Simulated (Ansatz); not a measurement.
# TaCl2F3: small, medium and large basis sets

Aim: see how fast density functionals converge with the basis set for TaCl2F3.

Computed with Ansatz 0.2.0, Gaussian basis. Level: one geometry, several basis sets.

Levels to be run: PBE0-D4/def2-SVP; ωB97M-V/def2-SVP; PBE0-D4/def2-QZVPP; ωB97M-V/def2-QZVPP; the functionals' def2-TZVPP values are taken from earlier runs.

## (1) Structure used throughout

All runs share one geometry, relaxed beforehand with PBE0-D4 in a triple-zeta def2 set. Ta takes the def2 core potential; no spin-orbit term is included.

6 atoms, charge 0, spin multiplicity 1.

Atoms are counted from 1 here; the program's logs count them from 0.

Bond lengths: F1–Ta2 1.875 Å, Ta2–F3 1.847 Å, Ta2–F4 1.875 Å, Ta2–Cl5 2.273 Å, Ta2–Cl6 2.273 Å. Angles: F1–Ta2–F3 87.6°, F1–Ta2–F4 175.1°, F1–Ta2–Cl5 91.3°, F1–Ta2–Cl6 91.3°, F3–Ta2–F4 87.6°, F3–Ta2–Cl5 121.5°, F3–Ta2–Cl6 121.5°, F4–Ta2–Cl5 91.3°, F4–Ta2–Cl6 91.3°, Cl5–Ta2–Cl6 117.0°.

## (2) PBE0-D4 in def2-SVP

in.yaml reads:

```yaml
crystal:
  periodic: [false, false, false]
  atoms:
    - {symbol: F, position_ang: [-1.165033, 0.670439, -1.307969]}
    - {symbol: Ta, position_ang: [-0.036072, -0.053795, 0.001881]}
    - {symbol: F, position_ang: [-1.326129, -1.344614, 0.287996]}
    - {symbol: F, position_ang: [0.981889, -0.889144, 1.336314]}
    - {symbol: Cl, position_ang: [1.624331, -0.350411, -1.521135]}
    - {symbol: Cl, position_ang: [-0.036787, 1.903424, 1.156812]}
basis:
  gaussian: {orbitals: def2-SVP}
hamiltonian: {xc: pbe0, dispersion: d4}
output: {orbitals: {seedname: orbitals}}
```

After this run come: ωB97M-V in def2-SVP; PBE0-D4 in def2-QZVPP; ωB97M-V in def2-QZVPP.

Q: Predict the results of all the runs planned. Wanted: PBE0-D4: double and triple zeta above quadruple; ωB97M-V: double and triple zeta above quadruple.

The runs gave:

| quantity | value |
| --- | --- |
| PBE0-D4: double and triple zeta above quadruple | 20.43, 1.18 eV |
| ωB97M-V: double and triple zeta above quadruple | 20.46, 1.11 eV |

What this shows: PBE0-D4 gains 19.25 eV from double to triple zeta, then 1.18 eV more. Total energies overstate the basis error of differences, where much of it tends to cancel.
